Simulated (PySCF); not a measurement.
# A gas-phase reaction: CuHO + AsH3O3 → AsCuH2O3 + H2O, part 2 of 2

PySCF 2.14.0. Atoms count from 0, parts from 1. The steps go on from the part before.

### Step 5. Energies of the species: LC-wPBE-D3(BJ)/def2-SVPD

What the job is given:

```
{"job": {"kind": "react", "xc": "LC-wPBE", "basis": "def2-SVPD", "disp": "d3bj"}, "charge": 0, "multiplicity": 1}
-1 CuHO charge 0 multiplicity 1
O      0.517250    -0.178400    -0.220710
Cu    -0.653620     1.127700     0.053410
H      0.136380    -0.986510     0.144970

-1 AsH3O3 charge 0 multiplicity 1
O     -0.305240    -1.480930     0.582100
As     0.285640     0.158170     0.909690
O      1.119370     0.192160    -0.684810
O     -1.158520     1.106130     0.503150
H     -0.053020    -1.716560    -0.323260
H      1.672690     0.975670    -0.787290
H     -1.602400     0.751710    -0.280620

+1 AsCuH2O3 charge 0 multiplicity 1
O      0.081690     0.531220     1.367200
As    -1.092660    -0.320890     0.102620
O     -0.025650    -1.752740    -0.106450
O     -0.562930     0.681350    -1.163970
Cu     0.778940     1.710490    -0.215870
H      0.598330    -0.146620     1.826580
H      0.603290    -1.526450    -0.808490

+1 H2O charge 0 multiplicity 1
O      0.001400     0.398730     0.007110
H     -0.755060    -0.196740    -0.001840
H      0.753680    -0.201960    -0.005280
```

With the program's defaults for keys left out, this is: LC-wPBE-D3(BJ)/def2-SVPD reaction energy of separated species, gas phase.

Standard output:

```text
species 1 (CuHO)
coarse grid: 15096 points
cycle   1  E = -1715.5306246849  dE = -2.775e-01  |g| = 1.259e+00  |ddm| = 1.630e+00
cycle   2  E = -1715.1601366608  dE =  3.705e-01  |g| = 1.880e+00  |ddm| = 1.790e+00
cycle   3  E = -1715.7788242054  dE = -6.187e-01  |g| = 1.348e-01  |ddm| = 1.102e+00
cycle   4  E = -1715.7813498499  dE = -2.526e-03  |g| = 1.123e-01  |ddm| = 1.599e-01
cycle   5  E = -1715.7833062921  dE = -1.956e-03  |g| = 1.150e-02  |ddm| = 7.093e-02
cycle   6  E = -1715.7834518862  dE = -1.456e-04  |g| = 7.209e-03  |ddm| = 3.423e-02
cycle   7  E = -1715.7834971778  dE = -4.529e-05  |g| = 2.441e-03  |ddm| = 2.496e-02
cycle   8  E = -1715.7835020699  dE = -4.892e-06  |g| = 8.482e-04  |ddm| = 7.857e-03
final grid: 29624 points
cycle   9  E = -1715.7833950091  dE = -6.152e-07  |g| = 7.058e-04  |ddm| = 2.267e-03
cycle  10  E = -1715.7833954767  dE = -4.676e-07  |g| = 1.256e-03  |ddm| = 1.829e-03
cycle  11  E = -1715.7833956037  dE = -1.270e-07  |g| = 3.579e-04  |ddm| = 6.158e-04
cycle  12  E = -1715.7833959483  dE = -3.446e-07  |g| = 2.830e-04  |ddm| = 2.021e-03
cycle  13  E = -1715.7833959980  dE = -4.963e-08  |g| = 2.455e-05  |ddm| = 1.150e-03
cycle  14  E = -1715.7833959984  dE = -4.611e-10  |g| = 7.838e-06  |ddm| = 1.023e-04
converged SCF energy = -1715.7833959984

species 2 (AsH3O3)
coarse grid: 30288 points
cycle   1  E = -2462.3445186741  dE = -3.905e-01  |g| = 1.041e+00  |ddm| = 2.957e+00
cycle   2  E = -2462.3228635800  dE =  2.166e-02  |g| = 1.148e+00  |ddm| = 1.732e+00
cycle   3  E = -2462.5434853130  dE = -2.206e-01  |g| = 5.018e-02  |ddm| = 8.302e-01
cycle   4  E = -2462.5441581949  dE = -6.729e-04  |g| = 1.155e-02  |ddm| = 8.385e-02
cycle   5  E = -2462.5442290240  dE = -7.083e-05  |g| = 6.078e-03  |ddm| = 3.421e-02
cycle   6  E = -2462.5442365981  dE = -7.574e-06  |g| = 2.670e-03  |ddm| = 8.450e-03
final grid: 62816 points
cycle   7  E = -2462.5441711741  dE = -5.023e-07  |g| = 3.124e-03  |ddm| = 5.626e-03
cycle   8  E = -2462.5441703337  dE =  8.404e-07  |g| = 3.934e-03  |ddm| = 4.867e-03
cycle   9  E = -2462.5441730652  dE = -2.732e-06  |g| = 1.346e-04  |ddm| = 2.523e-03
cycle  10  E = -2462.5441730694  dE = -4.185e-09  |g| = 8.365e-05  |ddm| = 7.908e-04
cycle  11  E = -2462.5441730709  dE = -1.495e-09  |g| = 9.285e-06  |ddm| = 1.242e-04
cycle  12  E = -2462.5441730709  dE = -4.138e-11  |g| = 3.173e-06  |ddm| = 2.944e-05
converged SCF energy = -2462.5441730709

species 3 (AsCuH2O3)
coarse grid: 35256 points
cycle   1  E = -4101.6405441013  dE = -5.688e-01  |g| = 1.530e+00  |ddm| = 3.381e+00
cycle   2  E = -4101.3591611194  dE =  2.814e-01  |g| = 2.000e+00  |ddm| = 2.956e+00
cycle   3  E = -4102.0148246676  dE = -6.557e-01  |g| = 1.786e-01  |ddm| = 1.682e+00
cycle   4  E = -4102.0197150848  dE = -4.890e-03  |g| = 9.315e-02  |ddm| = 1.955e-01
cycle   5  E = -4102.0216024202  dE = -1.887e-03  |g| = 1.715e-02  |ddm| = 9.397e-02
cycle   6  E = -4102.0217396305  dE = -1.372e-04  |g| = 1.247e-02  |ddm| = 3.805e-02
cycle   7  E = -4102.0217881101  dE = -4.848e-05  |g| = 3.667e-03  |ddm| = 2.028e-02
cycle   8  E = -4102.0218075877  dE = -1.948e-05  |g| = 1.790e-03  |ddm| = 1.697e-02
cycle   9  E = -4102.0218120844  dE = -4.497e-06  |g| = 1.028e-03  |ddm| = 7.388e-03
final grid: 70480 points
cycle  10  E = -4102.0217224717  dE = -1.398e-06  |g| = 9.107e-04  |ddm| = 3.535e-03
cycle  11  E = -4102.0217231470  dE = -6.753e-07  |g| = 9.607e-04  |ddm| = 2.544e-03
cycle  12  E = -4102.0217234435  dE = -2.965e-07  |g| = 3.813e-04  |ddm| = 1.009e-03
cycle  13  E = -4102.0217239526  dE = -5.090e-07  |g| = 3.134e-04  |ddm| = 3.209e-03
cycle  14  E = -4102.0217240573  dE = -1.047e-07  |g| = 7.109e-05  |ddm| = 1.867e-03
cycle  15  E = -4102.0217240596  dE = -2.261e-09  |g| = 2.861e-05  |ddm| = 1.705e-04
cycle  16  E = -4102.0217240605  dE = -9.913e-10  |g| = 1.808e-05  |ddm| = 1.177e-04
converged SCF energy = -4102.0217240605

species 4 (H2O)
coarse grid: 2328 points
cycle   1  E = -76.2599253796  dE = -9.437e-02  |g| = 5.646e-01  |ddm| = 1.349e+00
cycle   2  E = -76.2637344388  dE = -3.809e-03  |g| = 5.765e-01  |ddm| = 6.359e-01
cycle   3  E = -76.3215370709  dE = -5.780e-02  |g| = 2.890e-02  |ddm| = 3.077e-01
cycle   4  E = -76.3216927232  dE = -1.557e-04  |g| = 4.682e-03  |ddm| = 1.979e-02
cycle   5  E = -76.3217023275  dE = -9.604e-06  |g| = 7.891e-04  |ddm| = 8.131e-03
final grid: 21952 points
cycle   6  E = -76.3390889996  dE = -8.547e-06  |g| = 8.214e-04  |ddm| = 7.961e-03
cycle   7  E = -76.3390891837  dE = -1.841e-07  |g| = 2.168e-04  |ddm| = 9.038e-04
cycle   8  E = -76.3390892028  dE = -1.906e-08  |g| = 1.784e-04  |ddm| = 3.246e-04
cycle   9  E = -76.3390892012  dE =  1.581e-09  |g| = 2.467e-05  |ddm| = 9.954e-05
cycle  10  E = -76.3390892091  dE = -7.932e-09  |g| = 4.974e-06  |ddm| = 3.856e-05
cycle  11  E = -76.3390892092  dE = -1.835e-11  |g| = 6.247e-07  |ddm| = 8.887e-06
converged SCF energy = -76.3390892092

Reaction energy = -22.044 kcal/mol
```

Wall time 85 s (1 thread of AMD EPYC, shared host); peak memory 0.58 GiB.

Reaction energy at this level: -22.04 kcal/mol.

### Step 6. Comparing the runs

Energies in kcal/mol, with wall time:

| run | reaction | time |
| --- | --- | --- |
| PBE0-D3(BJ)/def2-TZVP | -15.38 | 39 s |
| r2SCAN-D4/def2-TZVP | -14.32 | 2.8 min |
| r2SCAN-D4/aug-cc-pVDZ | -14.41 | 2.6 min |
| LC-wPBE-D3(BJ)/def2-SVPD | -22.04 | 85 s |

### Step 7. Summary of results

What follows sums up all 2 parts.

| quantity | value |
| --- | --- |
| reaction energy (PBE0-D3(BJ)/def2-TZVP) | -15.38 kcal/mol |
| ΔH, ΔG at 298 K (xTB thermal terms) | -15.3, -13.6 kcal/mol |
| range of the reaction energy over the runs of this table | -22.04 to -14.32 kcal/mol |

**Reading.** The reaction is exothermic by 15.3 kcal/mol in the gas phase; dispersion gives -0.94, and xTB itself gave -16.98 for the electronic energy (xTB energies and thermal terms come from the earlier relaxation of each species, not shown). No barrier was sought. The reaction energy runs from -22.04 (LC-wPBE-D3(BJ)/def2-SVPD) to -14.32 kcal/mol (r2SCAN-D4/def2-TZVP).
